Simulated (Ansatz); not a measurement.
# InBS3: a closer look at a trial structure

Program: Ansatz 0.2.0. Level of theory: DFT PBE, scalar-relativistic, plane waves, PAW. These are calculated values, not measurements.

### Step 1. The system as given

The structure is cubic, space group Pm-3m (No. 221). The conventional cell has a = 4.308 Å, b = 4.308 Å, c = 4.308 Å, α = 90.00°, β = 90.00°, γ = 90.00°. Around In (site symmetry m-3m) lie 12 S at 3.05 Å. B (site symmetry m-3m) is surrounded by 6 S at 2.15 Å. Around S (site symmetry 4/mmm) lie 2 B at 2.15 Å and 4 In at 3.05 Å.

As a file:

```cif
data_structure
_symmetry_space_group_name_H-M 'Pm-3m'
_symmetry_Int_Tables_number 221
_cell_length_a 4.3079
_cell_length_b 4.3079
_cell_length_c 4.3079
_cell_angle_alpha 90.000
_cell_angle_beta 90.000
_cell_angle_gamma 90.000
_cell_volume 79.95
loop_
_atom_site_label
_atom_site_type_symbol
_atom_site_symmetry_multiplicity
_atom_site_Wyckoff_symbol
_atom_site_fract_x
_atom_site_fract_y
_atom_site_fract_z
_atom_site_occupancy
In1 In 1 a 0.00000 0.00000 0.00000 1
B1 B 1 b 0.50000 0.50000 0.50000 1
S1 S 3 c 0.50000 0.50000 0.00000 1
```

The cell was relaxed beforehand at this level, starting from a generated guess, and another structure or a mixture of phases may lie lower. At a tolerance of 0.05 Å it has space group Pm-3m (No. 221); it has 15.99 Å³/atom, an uncorrected energy of +0.44 eV/atom over the elements.

### Step 2. Bands, states and charges

Input file input.yaml:

```yaml
crystal:
  lattice:
    - [4.307918702, 0.0, 0.0]
    - [0.0, 4.307918702, 0.0]
    - [0.0, 0.0, 4.307918702]
  atoms:
    - { symbol: In, position: [0.0, 0.0, 0.0] }
    - { symbol: B, position: [0.5, 0.5, 0.5] }
    - { symbol: S, position: [0.5, 0.5, 0.0] }
    - { symbol: S, position: [0.0, 0.5, 0.5] }
    - { symbol: S, position: [0.5, 0.0, 0.5] }
basis:
  ecutwfc: 420
kpoints:
  mp_grid: { grid: [10, 10, 10] }
  band_path:
    path:
      - [[0.0, 0.0, 0.0], [0.0, 0.5, 0.0], [0.5, 0.5, 0.0], [0.0, 0.0, 0.0], [0.5, 0.5, 0.5], [0.0, 0.5, 0.0]]
      - [[0.5, 0.5, 0.5], [0.5, 0.5, 0.0]]
    npoints: 14
hamiltonian:
  xc: pbe
scf:
  occupations: { method: gaussian, width: 0.1 }
  n_extra_bands: 12
output:
  forces: true
  stress: true
  eigenvalues: true
  populations: true
  dos: { projected: true, de: 0.02, nscf_kmesh: { grid: [12, 12, 12] } }
  bader: true
  write_density: true
  write_potential: true
  elf: true
  volumetric_format: npy
```

Run with:

```bash
$ ansatz run input.yaml --threads 1 --pin off --max-ram 2048MiB --backend cpu --events-out ev --progress --plain --runs-dir out
```

**Question.** How long does this run take on 1 thread of Arm Neoverse V2, shared host, and how much memory does it need?

About 41 s, with a peak of 0.39 GiB.
